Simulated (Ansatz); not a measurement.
**CH3ClO2Si: small, medium and large basis sets**

Aim: see how fast density functionals converge with the basis set for CH3ClO2Si.

Method: one geometry, several basis sets; program: Ansatz 0.2.0, Gaussian basis.

Plan: PBE0-D4/def2-SVP; ωB97M-V/def2-SVP; PBE0-D4/def2-QZVPP; ωB97M-V/def2-QZVPP; the functionals' def2-TZVPP values are taken from earlier runs.

## Step 1: Structure used throughout

The geometry comes from an earlier relaxation with PBE0-D4/def2-TZVP; it is a stationary point, not always the lowest conformer.

SMILES `ClC1O[SiH2]O1`, 8 atoms, charge 0, spin multiplicity 1.

Atoms are counted from 1 here; the program's logs count them from 0.

Bond lengths: Cl1–C2 1.787 Å, C2–O3 1.403 Å, C2–O5 1.403 Å, C2–H6 1.090 Å, O3–Si4 1.674 Å, Si4–O5 1.674 Å, Si4–H7 1.478 Å, Si4–H8 1.479 Å. Angles: Cl1–C2–O3 111.5°, Cl1–C2–O5 111.5°, Cl1–C2–H6 106.1°, O3–C2–O5 102.3°, O3–C2–H6 112.7°, O5–C2–H6 112.7°, C2–O3–Si4 88.1°, O3–Si4–O5 81.5°, O3–Si4–H7 114.7°, O3–Si4–H8 116.0°, O5–Si4–H7 114.7°, O5–Si4–H8 116.0°, H7–Si4–H8 111.1°, C2–O5–Si4 88.1°.

## Step 2: PBE0-D4 in def2-SVP

in.yaml reads:

```yaml
crystal:
  periodic: [false, false, false]
  atoms:
    - {symbol: Cl, position_ang: [-2.195871, 0.509656, 0.974368]}
    - {symbol: C, position_ang: [-0.524188, 0.766622, 0.397635]}
    - {symbol: O, position_ang: [0.378461, -0.100723, 1.032016]}
    - {symbol: Si, position_ang: [0.716137, -0.757858, -0.470624]}
    - {symbol: O, position_ang: [-0.384373, 0.408684, -0.952118]}
    - {symbol: H, position_ang: [-0.298604, 1.817288, 0.580653]}
    - {symbol: H, position_ang: [2.098741, -0.537850, -0.945701]}
    - {symbol: H, position_ang: [0.301897, -2.163018, -0.672126]}
basis:
  gaussian: {orbitals: def2-SVP}
hamiltonian: {xc: pbe0, dispersion: d4}
output: {orbitals: {seedname: orbitals}}
```

Launch:

```bash
> ansatz run in.yaml --threads 2 --pin off --events-out ev --progress --plain --max-ram 4352MiB
```

The runs that follow: ωB97M-V in def2-SVP; PBE0-D4 in def2-QZVPP; ωB97M-V in def2-QZVPP.

**Question.** What will the summary of the whole plan be? Wanted: PBE0-D4: double and triple zeta above quadruple; ωB97M-V: double and triple zeta above quadruple.

As calculated:

| quantity | value |
| --- | --- |
| PBE0-D4: double and triple zeta above quadruple | 14.52, 0.94 eV |
| ωB97M-V: double and triple zeta above quadruple | 14.56, 0.88 eV |

**Reading.** PBE0-D4 gains 13.58 eV from double to triple zeta, then 0.94 eV more. Total energies overstate the basis error of differences, where much of it tends to cancel. The LUMO of ωB97M-V is positive and keeps falling with the basis (1.41 to 0.58 eV): an unbound level that the basis holds in place.
